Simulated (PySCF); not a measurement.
# A diatomic session: IrCl

An exercise on one series of results from a longer session: the logs are not shown, and one member is left open.

Computed with PySCF 2.14.0. Level: Ir def2-TZVPP with ECP60, Cl def2-TZVPP, scalar-relativistic core potentials.

The first run:

Settings of the job:

```
atoms                         : Ir, Cl
charge                        : 0
basis                         : Ir def2-TZVPP with ECP60, Cl def2-TZVPP
Hamiltonian                   : scalar-relativistic core potentials
basis functions               : 98
electrons treated             : 34
masses in u                   : 192.9629, 34.9689
levels                        : PBE0, PBE, r²SCAN, BLYP, M06, MN15, PBEsol, ωB97X-V, HF, MP2, SCS-MP2, CCSD, CCSD(T)
grid                          : 80 radial by 434 angular points
occupations                   : held fixed by the projection of orbital angular momentum
dissociation limit            : Ir + Cl, each in its ground configuration
starting distance in angstrom : 2.155
values of 2S to try           : 0, 2, 4, 6
```

On the command line:

```bash
> OMP_NUM_THREADS=2 python dia.py task.json out
```

Among the steps run: Set-up; The PBE0 curve of the state that the search chose; Higher solutions at PBE0; PBE; r²SCAN (meta-GGA); BLYP (GGA); M06 (hybrid meta-GGA); MN15 (hybrid meta-GGA); PBEsol (GGA); ωB97X-V; UHF (mean field); MP2 and coupled cluster.

One table of the session follows, with a row left open; its other results are not shown here.

Energy (eV) from each level's lowest point:

| R (Å) | UHF | UHF-MP2 | UHF-SCS-MP2 | UHF-CCSD | UHF-CCSD(T) |
| --- | --- | --- | --- | --- | --- |
| 1.868 | 2.086 | 1.125 | 1.295 | n/a | n/a |
| 1.955 | 1.103 | 0.431 | 0.541 | 0.670 | 0.628 |
| 2.042 | 0.499 | 0.092 | 0.149 | 0.219 | 0.195 |
| 2.107 | ? | ? | ? | ? | ? |
| 2.172 | 0.070 | 0.007 | 0.000 | 0.000 | 0.000 |
| 2.237 | 0.000 | 0.087 | 0.053 | 0.024 | 0.035 |
| 2.324 | 0.006 | 0.271 | 0.205 | 0.145 | 0.167 |
| 2.433 | 0.122 | 0.577 | 0.479 | 0.386 | 0.421 |
| 2.563 | 0.357 | 0.998 | 0.872 | 0.746 | 0.790 |
| 2.737 | 0.741 | 1.574 | 1.425 | n/a | n/a |

Estimate the missing values for R (Å) = 2.107.

Worked estimate for «UHF». A straight line through the neighbours (2.042, 0.499) and (2.172, 0.070) gives 0.499 + (0.070 − 0.499) × (2.107 − 2.042) / (2.172 − 2.042) = 0.284; a parabola fitted to 4 rows on both sides gives 0.221.

As computed: UHF: 0.228; UHF-MP2: 0.000; UHF-SCS-MP2: 0.023; UHF-CCSD: 0.056; UHF-CCSD(T): 0.044. In «UHF» the line misses by +0.056 and the parabola by -0.007.

To keep in mind: The state is the lowest single determinant that the PBE0 search found; with open d or f shells the true ground state can be another one.
